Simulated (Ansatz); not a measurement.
Which YAML input does this script hand to the engine? (Ansatz 0.2.0, Python API)

The script, `k2rbpdf6.py`:
```python
import json

import ansatz as az

inputs = {
    "crystal": {
        "lattice": [
            [0.0, 4.646662, 4.646662],
            [4.646662, 0.0, 4.646662],
            [4.646662, 4.646662, 0.0],
        ],
        "atoms": [
            {"symbol": "K", "position": [0.75, 0.75, 0.75]},
            {"symbol": "K", "position": [0.25, 0.25, 0.25]},
            {"symbol": "Rb", "position": [0.5, 0.5, 0.5]},
            {"symbol": "Pd", "position": [0.0, 0.0, 0.0]},
            {"symbol": "F", "position": [0.778985, 0.221015, 0.221015]},
            {"symbol": "F", "position": [0.221015, 0.221015, 0.778985]},
            {"symbol": "F", "position": [0.221015, 0.778985, 0.778985]},
            {"symbol": "F", "position": [0.221015, 0.778985, 0.221015]},
            {"symbol": "F", "position": [0.778985, 0.221015, 0.778985]},
            {"symbol": "F", "position": [0.778985, 0.778985, 0.221015]},
        ],
    },
    "kpoints": {"mp_grid": {"grid": [5, 5, 5]}},
    "hamiltonian": {"xc": "lda"},
    "scf": {"occupations": {"method": "gaussian", "width": 0.1}},
    "basis": {"ecutwfc": 510},
    "output": {"forces": True},
}

out = az.Session.from_dict(inputs).plan().execute()
r = out.report

print(f"free energy      {r['free_energy_ev']:.5f} eV")
print(f"per atom         {r['free_energy_ev'] / len(out.lattice.sites):.5f} eV")
print(f"SCF iterations   {r['n_iterations']}  (converged: {r['converged']})")

print("forces (eV/A)")
for site, force in zip(out.lattice.sites, r["forces_ev_ang"]):
    print(f"  {site.symbol:2s} {force[0]:9.4f} {force[1]:9.4f} {force[2]:9.4f}")

keep = ["free_energy_ev", "energy_sigma0_ev", "fermi_energy_ev", "n_iterations", "converged", "magnetization_mub", "n_kpoints"]
with open("k2rbpdf6.json", "w") as handle:
    json.dump({key: r[key] for key in keep}, handle, indent=1)
```

```console
$ python k2rbpdf6.py
free energy      -17774.58451 eV
per atom         -1777.45845 eV
SCF iterations   10  (converged: True)
forces (eV/A)
  K    -0.0000    0.0000    0.0000
  K     0.0000   -0.0000   -0.0000
  Rb   -0.0000   -0.0000   -0.0000
  Pd   -0.0000    0.0000    0.0000
  F    -0.5583    0.0000    0.0000
  F    -0.0000   -0.0000   -0.5583
  F     0.5583    0.0000   -0.0000
  F    -0.0000   -0.5583   -0.0000
  F     0.0000    0.5583    0.0000
  F    -0.0000    0.0000    0.5583
```

`input.yaml`:
```yaml
crystal:
  lattice:
    - [0.0, 4.646662, 4.646662]
    - [4.646662, 0.0, 4.646662]
    - [4.646662, 4.646662, 0.0]
  atoms:
    - { symbol: K, position: [0.75, 0.75, 0.75] }
    - { symbol: K, position: [0.25, 0.25, 0.25] }
    - { symbol: Rb, position: [0.5, 0.5, 0.5] }
    - { symbol: Pd, position: [0.0, 0.0, 0.0] }
    - { symbol: F, position: [0.778985, 0.221015, 0.221015] }
    - { symbol: F, position: [0.221015, 0.221015, 0.778985] }
    - { symbol: F, position: [0.221015, 0.778985, 0.778985] }
    - { symbol: F, position: [0.221015, 0.778985, 0.221015] }
    - { symbol: F, position: [0.778985, 0.221015, 0.778985] }
    - { symbol: F, position: [0.778985, 0.778985, 0.221015] }
kpoints:
  mp_grid: { grid: [5, 5, 5] }
hamiltonian:
  xc: lda
scf:
  occupations: { method: gaussian, width: 0.1 }
basis:
  ecutwfc: 510
output:
  forces: true
```

The program run on that file:
```console
$ ansatz run input.yaml --threads 1 --pin off --max-ram 3072MiB --backend cpu --events-out ev --progress --plain --runs-dir out
Engine: ansatz 0.2.0, x86_64-unknown-linux-gnu
Pseudopotentials: kind: paw
Pseudopotential: K, paw, valence charge 9, recommended cutoff 420 eV (normal), K.paw.azcp
Pseudopotential: Rb, paw, valence charge 9, recommended cutoff 420 eV (normal), Rb.paw.azcp
Pseudopotential: Pd, paw, valence charge 18, recommended cutoff 420 eV (normal), Pd.paw.azcp
Pseudopotential: F, paw, valence charge 7, recommended cutoff 420 eV (normal), F.paw.azcp
Functional definition: SPW92
  exchange = slater_x
  correlation = pw_c
Crystal: 10 atoms, lattice volume = 200.657 Å³
Basis set: ecut = 510 eV, 5209 PW (Γ)
Bands: 54, of which v1, the nominal top of the filled ones, is band 44 counted from 1 (43 counted from 0)
Symmetry: 48 space group operations
Space group: Fm-3m (ITA 225), of the structure as read, at distance tolerance 5.9e-5 Å
k-points: 10 of 125
Non-local potential: K, projectors of the file, l = 0: 3, l = 1: 2, l = 2: 2
Non-local potential: Rb, projectors of the file, l = 0: 3, l = 1: 2, l = 2: 2
Non-local potential: Pd, projectors of the file, l = 0: 2, l = 1: 2, l = 2: 2, l = 3: 1
Non-local potential: F, projectors of the file, l = 0: 2, l = 1: 2, l = 2: 1
PAW form: soft (Blöchl's): semilocal exchange-correlation on the pseudo side does not see the compensation charge
PAW frozen core: K, regenerated for the run's functional, and the local potential with it (the file was generated under x = pbe(κ = 0.804, μ = 0.2195149727645171), c = pbe(β = 0.06672455060314922))
PAW frozen core: Rb, regenerated for the run's functional, and the local potential with it (the file was generated under x = pbe(κ = 0.804, μ = 0.2195149727645171), c = pbe(β = 0.06672455060314922))
PAW frozen core: Pd, regenerated for the run's functional, and the local potential with it (the file was generated under x = pbe(κ = 0.804, μ = 0.2195149727645171), c = pbe(β = 0.06672455060314922))
PAW frozen core: F, regenerated for the run's functional, and the local potential with it (the file was generated under x = pbe(κ = 0.804, μ = 0.2195149727645171), c = pbe(β = 0.06672455060314922))
PAW one-centre angular grid: K, 110 points (default); XC on 64 Gauss nodes
PAW one-centre angular grid: Rb, 110 points (default); XC on 64 Gauss nodes
PAW one-centre angular grid: Pd, 590 points (default); XC on 64 Gauss nodes
PAW one-centre angular grid: F, 110 points (default); XC on 64 Gauss nodes
Initial density: superposition of atomic densities (neutral atoms: chi_scale 0, normalization atom), corrected by the library's trained network
Initial wavefunctions: pseudopotential atomic-orbital guess
Functional: x = slater, c = lda
SCF iter   1: F=—  HF=-17774.663134 eV  |F-HF|=—  |Δ(HF+E_count)|=         —  Δρ=1.50e-2  dr2=3.09e-1  ethr=1.77e-3  ⟨swp⟩=6.5  Hψ=2187  notcnv=0  defer=18
preconditioner: auto → LDOS  [metal: Δε(μ)=0.050 eV  Ē_g=14.358 eV  σ=0.100 eV  W_gap=0.28  n_scr=58 (ndim 8)  ℏωp=22.7 eV  f_vac=0.219  D(μ)=11.78/eV (n_scr^D=112)  β→1.0]
SCF iter   2: F=—  HF=-17774.628094 eV  |F-HF|=—  |Δ(HF+E_count)|=   3.50e-2  Δρ=1.13e-2  dr2=1.29e-1  ethr=3.55e-4  ⟨swp⟩=2.9  Hψ=1200  notcnv=0  defer=42
SCF iter   3: F=—  HF=-17774.593044 eV  |F-HF|=—  |Δ(HF+E_count)|=   3.50e-2  Δρ=5.03e-3  dr2=4.48e-2  ethr=1.48e-4  ⟨swp⟩=2.0  Hψ=980  notcnv=0  defer=42
SCF iter   4: F=—  HF=-17774.590282 eV  |F-HF|=—  |Δ(HF+E_count)|=   2.76e-3  Δρ=3.89e-3  dr2=3.13e-2  ethr=5.15e-5  ⟨swp⟩=1.0  Hψ=498  notcnv=0  defer=42
SCF iter   5: F=—  HF=-17774.587574 eV  |F-HF|=—  |Δ(HF+E_count)|=   2.71e-3  Δρ=2.38e-3  dr2=1.56e-2  ethr=3.60e-5  ⟨swp⟩=1.0  Hψ=498  notcnv=0  defer=42
SCF iter   6: F=—  HF=-17774.586084 eV  |F-HF|=—  |Δ(HF+E_count)|=   1.49e-3  Δρ=1.56e-3  dr2=6.87e-3  ethr=1.79e-5  ⟨swp⟩=1.0  Hψ=498  notcnv=0  defer=42
SCF iter   7: F=—  HF=-17774.584823 eV  |F-HF|=—  |Δ(HF+E_count)|=   1.26e-3  Δρ=4.59e-4  dr2=4.96e-4  ethr=7.90e-6  ⟨swp⟩=2.3  Hψ=740  notcnv=0  defer=42
SCF iter   8: F=—  HF=-17774.584693 eV  |F-HF|=—  |Δ(HF+E_count)|=   1.30e-4  Δρ=9.40e-5  dr2=1.21e-5  ethr=5.70e-7  ⟨swp⟩=2.0  Hψ=965  notcnv=0  defer=42
SCF iter   9: F=—  HF=-17774.584508 eV  |F-HF|=—  |Δ(HF+E_count)|=   1.85e-4  Δρ=1.26e-5  dr2=1.79e-7  ethr=2.31e-10  ⟨swp⟩=3.2  Hψ=2406  notcnv=0
SCF iter  10: F=-17774.584508 eV  HF=-17774.584508 eV  |F-HF|=1.16e-10  |Δ(HF+E_count)|=   4.30e-8  Δρ=2.26e-6  dr2=4.23e-9  ethr=2.06e-10  ⟨swp⟩=2.1  Hψ=1947  notcnv=0
SCF 1 converged in 10 iterations: F = -17774.584508 eV  dr2 = 4.23e-9
  greatest PAW one-centre occupation: 0.997 electrons in one spin orbital (limit 2), on the Pd atom at site 3 (counted from 0), in its partial waves of l = 0
SCF converged after 10 iterations
Free energy (F): -17774.584508 eV
Harris-Foulkes:  -17774.584508 eV  (|F-HF|=1.16e-10)
Internal energy: -17774.523163 eV  (E = F + TS)
E sigma→0 (E₀):  -17774.553836 eV
Entropy (-TS):   -0.061345 eV (-6.134 meV/atom)
Fermi energy:    3.796815 eV
--- Per-component energies (eV) ---
  E_band       = -979.141855
  E_kinetic    = 2426.084802
  E_local      = -9802.071069  (includes V_loc(G=0)·N_el)
  E_nonlocal   = 887.904785
  E_hartree    = 3804.829201
  E_xc         = -1024.850550
  E_vxc        = -1272.942625  (∫ρ·V_xc dr)
  E_paw        = -8752.342486  (= ΣΔE_a)
  E_vpaw       = -827.781760  (= ΣTr[D̂ρ^β])
  E_aug_tail   = 0.004859  (compensation charges beyond the density's cutoff)
  E_ewald      = -5316.229209
  E_core_change = 2.146503  (= ΣΔE_core)
  E_smearing   = -0.061345  (= −TS)
  E_closure    = 0.000000  (closes the sum)
  Σ components = -17774.584508   (vs F -17774.584508, Δ=0.00e0)
--- Forces (eV/Å), atoms counted from 1 ---
  atom   1  K     -0.00000000     0.00000000     0.00000000
  atom   2  K      0.00000000    -0.00000000    -0.00000000
  atom   3  Rb    -0.00000000    -0.00000000    -0.00000000
  atom   4  Pd    -0.00000000     0.00000000     0.00000000
  atom   5  F     -0.55826509     0.00000000     0.00000000
  atom   6  F     -0.00000000    -0.00000000    -0.55826509
  atom   7  F      0.55826509     0.00000000    -0.00000000
  atom   8  F     -0.00000000    -0.55826509    -0.00000000
  atom   9  F      0.00000000     0.55826509     0.00000000
  atom  10  F     -0.00000000     0.00000000     0.55826509
  max |Σ_I F_I| component: 1.10e-16 eV/Å
```

Absolute energies stand on the zero of these potentials, so only differences at equal settings mean something. The cell holds an odd number of electrons and is run without spin, so a magnetic state may lie lower. For a metal this k-point mesh is coarse: on a finer one energies can move by several to tens of meV an atom and pressures by half a GPa or more, differences at one mesh by less. This cell is a computed structure, which may not be the phase found in nature. Wall time of the script: 9.4 s on 1 thread of Intel(R) Xeon(R) Platinum 8259CL CPU @ 2.50GHz (Skylake/Cascade Lake), on a shared host, peak memory 0.55 GiB.
